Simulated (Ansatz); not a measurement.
# Ti2O: the cost of one run

Method: DFT PBEsol, scalar-relativistic, plane waves, PAW, in Ansatz 0.2.0.

4 further runs of the same task are left out: 4 set aside as unsound or not needed. Runs told in other sessions of the task aren't counted.

## 1. The system as given

Symmetry: P-3m1, No. 164, trigonal system. The conventional cell has a = 2.953 Å, b = 2.953 Å, c = 4.724 Å, α = 90.00°, β = 90.00°, γ = 120.00°. Ti (site symmetry 3m) has 3 O at 2.11 Å in its first shell of neighbours. O (site symmetry -3m) has 6 Ti at 2.11 Å in its first shell of neighbours.

As a file:

```xyz
15
Lattice="-1.4765 -2.5573 4.7237 1.4765 -2.5573 0.0000 8.8589 5.1147 4.7237" Properties=species:S:1:pos:R:3 pbc="T T T"
Ti    2.9530   -1.7049    5.9645
Ti    2.9530   -1.7049    1.2408
Ti    4.4294    0.8524    5.9645
Ti    7.3824    0.8524    5.9645
Ti    8.8589    3.4098    5.9645
Ti    4.4294   -0.8524    3.4829
Ti    1.4765   -0.8524    3.4829
Ti    5.9059    1.7049    3.4829
Ti    5.9059    1.7049    8.2067
Ti    0.0000   -3.4098    3.4829
O     1.4765   -2.5573    4.7237
O     0.0000   -5.1147    4.7237
O     2.9530    0.0000    4.7237
O     5.9059    0.0000    4.7237
O     7.3824    2.5573    4.7237
```

It is built from the cell relaxed beforehand with the same method (11.89 Å³/atom).

## 2. Zero of the scan

input.yaml reads:

```yaml
crystal:
  lattice:
    - [-1.4764759904, -2.5573314315, 4.7237336578]
    - [1.4764759904, -2.5573314315, 0.0]
    - [8.8588559424, 5.1146628631, 4.7237336578]
  atoms:
    - { symbol: Ti, position: [0.8768066433, 0.5615966783, 0.3858683275] }
    - { symbol: Ti, position: [0.0768066433, 0.9615966783, 0.1858683275] }
    - { symbol: Ti, position: [0.6768066433, 0.1615966783, 0.5858683275] }
    - { symbol: Ti, position: [0.4768066433, 0.7615966783, 0.7858683275] }
    - { symbol: Ti, position: [0.2768066433, 0.3615966783, 0.9858683275] }
    - { symbol: Ti, position: [0.3231933567, 0.8384033217, 0.4141316725] }
    - { symbol: Ti, position: [0.5231933567, 0.2384033217, 0.2141316725] }
    - { symbol: Ti, position: [0.1231933567, 0.4384033217, 0.6141316725] }
    - { symbol: Ti, position: [0.9231933567, 0.0384033217, 0.8141316725] }
    - { symbol: Ti, position: [0.7231933567, 0.6384033217, 0.0141316725] }
    - { symbol: O, position: [0.8, 0.6, 0.2] }
    - { symbol: O, position: [1.0, 1.0, 0.0] }
    - { symbol: O, position: [0.6, 0.2, 0.4] }
    - { symbol: O, position: [0.4, 0.8, 0.6] }
    - { symbol: O, position: [0.2, 0.4, 0.8] }
basis:
  ecutwfc: 420
kpoints:
  mp_grid: { grid: [9, 16, 4] }
hamiltonian:
  xc: pbesol
scf:
  occupations: { method: gaussian, width: 0.15 }
output:
  forces: true
  stress: true
  eigenvalues: true
  write_density: true
  write_potential: true
  elf: true
  volumetric_format: npy
```

On the command line:

```bash
$ ansatz run input.yaml --threads 2 --pin off --max-ram 5120MiB --backend cpu --events-out ev --progress --plain --runs-dir out
```

What time and memory should one allow on 2 threads of Arm Neoverse V1, shared host?

About 3.7 min, with a peak of 2.8 GiB.
